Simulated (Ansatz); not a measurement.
# ZnCo: how the settings move a single-point run

Question: which choices in the input matter for ZnCo?

Computed with Ansatz 0.2.0 (reference: DFT, LDA, all-electron LAPW, scalar-relativistic, unless a step's input says otherwise).

### Step 1. The starting structure

The structure is hexagonal, space group P-6m2 (No. 187). Conventional cell: a = 2.607 Å, b = 2.607 Å, c = 4.172 Å, α = 90.00°, β = 90.00°, γ = 120.00°. Around Zn (site symmetry -6m2) lie 6 Co at 2.57 Å and 6 Zn at 2.61 Å. Around Co (site symmetry -6m2) lie 6 Zn at 2.57 Å and 6 Co at 2.61 Å.

Structure file:

```xyz
2
Lattice="2.6072 0.0000 0.0000 -1.3036 2.2579 0.0000 0.0000 0.0000 4.1717" Properties=species:S:1:pos:R:3 pbc="T T T"
Zn    1.3036    0.7526    0.0000
Co    0.0000    0.0000    2.0858
```

### Step 2. The reference run

Contents of input.yaml:

```yaml
crystal:
  lattice:
    - [2.6072238118, 0.0, 0.0]
    - [-1.3036119059, 2.2579220543, 0.0]
    - [0.0, 0.0, 4.171683]
  atoms:
    - { symbol: Zn, position: [0.6666666667, 0.3333333333, 0.0] }
    - { symbol: Co, position: [0.0, 0.0, 0.5], spin: 1.1 }
magnetization:
  spin_polarized: true
  initial_magnetization: 1.1
  spin_locking: { lock_magnetization: hard }
kpoints:
  mp_grid: { grid: [14, 14, 8] }
scf:
  occupations: { method: fermi_dirac, width: 0.1 }
  lower_state_search: "off"
hamiltonian:
  xc: lda
  pseudopotentials: { kind: all_electron, lapw: { basis_error: 0.0005 } }
output:
  forces: true
  stress: true
  eigenvalues: false
```

Started as:

```bash
$ ansatz run input.yaml --threads 1 --pin off --max-ram 3072MiB --backend cpu --events-out ev --progress --plain --runs-dir out
```

### Step 3. Variant: mp_grid.grid [21, 21, 12], hubbard.sites [{species: Co, l: d, u_eff: 5.0}], hubbard.double_counting amf

Changes to input.yaml since step 2:

```diff
@@ -13,3 +13,3 @@
 kpoints:
-  mp_grid: { grid: [14, 14, 8] }
+  mp_grid: { grid: [21, 21, 12] }
 scf:
@@ -20,2 +20,3 @@
   pseudopotentials: { kind: all_electron, lapw: { basis_error: 0.0005 } }
+  hubbard: { sites: [{ species: Co, l: d, u_eff: 5.0 }], double_counting: amf }
 output:
```

Before running it: what results should come out? Wanted: for each run, ending; energy change; pressure; abs. moment; force.

**Answer**, as computed:

```csv
run,ending,energy change,pressure (GPa),abs. moment (μB),force (eV/Å),cycles,time
reference,converged,0,-15.0,1.27,0.00,11,50 s
"1: mp_grid.grid [21, 21, 12], hubbard.sites [{species: Co, l: d, u_eff: 5.0}], hubbard.double_counting amf",converged,-42.7 meV/atom (U changed: no physical gain or loss),-14.2,1.25,0.00,18,3.9 min
```

Residual by cycle in the longest SCF loop of each run; runs are numbered as in the table. The quantity is the density residual dr2, in eV.

```csv
cycle,reference,run 1
1,4.86,4.83
3,0.175,0.202
4,0.0103,0.00689
6,1.0e-4,2.2e-4
7,1.1e-4,1.3e-4
9,3.2e-7,1.4e-4
10,2.9e-8,1.9e-4
12,-,4.3e-5
13,-,2.5e-6
15,-,1.0e-8
16,-,1.5e-9
18,-,1.6e-10
```

What this shows: Changing the k-point mesh and Hubbard U moves the energy by -42.7 meV/atom, and the pressure goes from -15.0 to -14.2 GPa. The U term adds an energy of its own, so the shift says nothing about which run is better. Cost: 18 SCF cycles against 11, 3.9 min against 50 s. A changed U is a change of model: its shifts are not errors of convergence. The structure is not at rest: the sound run finds -15 GPa, so these are no properties of the relaxed crystal. 
